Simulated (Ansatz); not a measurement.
# BeNiAg3: the cost of one run

Program: Ansatz 0.2.0. Level of theory: DFT r2SCAN, scalar-relativistic, plane waves, PAW. These are calculated values, not measurements.

### 1 The structure to begin with

The structure is cubic, space group Pm-3m (No. 221). Conventional cell: a = 4.160 Å, b = 4.160 Å, c = 4.160 Å, α = 90.00°, β = 90.00°, γ = 90.00°. Be (site symmetry m-3m) has 12 Ag at 2.94 Å in its first shell of neighbours. Ni (site symmetry m-3m) has 6 Ag at 2.08 Å in its first shell of neighbours. Ag (site symmetry 4/mmm) has 2 Ni at 2.08 Å in its first shell of neighbours.

Structure file:

```cif
data_structure
_symmetry_space_group_name_H-M 'P 1'
_symmetry_Int_Tables_number 1
_cell_length_a 4.1602
_cell_length_b 4.1602
_cell_length_c 4.1602
_cell_angle_alpha 90.000
_cell_angle_beta 90.000
_cell_angle_gamma 90.000
_cell_volume 72.00
loop_
_atom_site_label
_atom_site_type_symbol
_atom_site_fract_x
_atom_site_fract_y
_atom_site_fract_z
_atom_site_occupancy
Be1 Be 0.00000 0.00000 0.00000 1
Ni1 Ni 0.50000 0.50000 0.50000 1
Ag1 Ag 0.00000 0.50000 0.50000 1
Ag2 Ag 0.50000 0.00000 0.50000 1
Ag3 Ag 0.50000 0.50000 0.00000 1
```

(A quick probe on a coarse mesh, which set the mesh and smearing, is not shown.)

### 3 A loose first relaxation

input.yaml

```yaml
crystal:
  lattice:
    - [4.1601690766, 0.0, 0.0]
    - [0.0, 4.1601690766, 0.0]
    - [0.0, 0.0, 4.1601690766]
  atoms:
    - { symbol: Be, position: [0.0, 0.0, 0.0] }
    - { symbol: Ni, position: [0.5, 0.5, 0.5], spin: 0.27 }
    - { symbol: Ag, position: [0.0, 0.5, 0.5] }
    - { symbol: Ag, position: [0.5, 0.0, 0.5] }
    - { symbol: Ag, position: [0.5, 0.5, 0.0] }
basis:
  ecutwfc: 500
kpoints:
  mp_grid: { grid: [4, 4, 4] }
hamiltonian:
  xc: r2scan
scf:
  occupations: { method: gaussian, width: 0.1 }
  lower_state_search: "off"
output:
  forces: true
  stress: true
  eigenvalues: true
  populations: true
magnetization:
  spin_polarized: true
relax:
  adjacent_minimum: "off"
  f_tol: 0.04
  max_steps: 70
  cell: { stress_tol: 0.4 }
```

The run is started by

```console
ansatz run input.yaml --threads 1 --pin off --max-ram 2560MiB --backend cpu --events-out ev --progress --plain --runs-dir out
```

What time and memory should one allow on 1 thread of Arm Neoverse V1, shared host?

About 3.5 min, with a peak of 0.67 GiB.
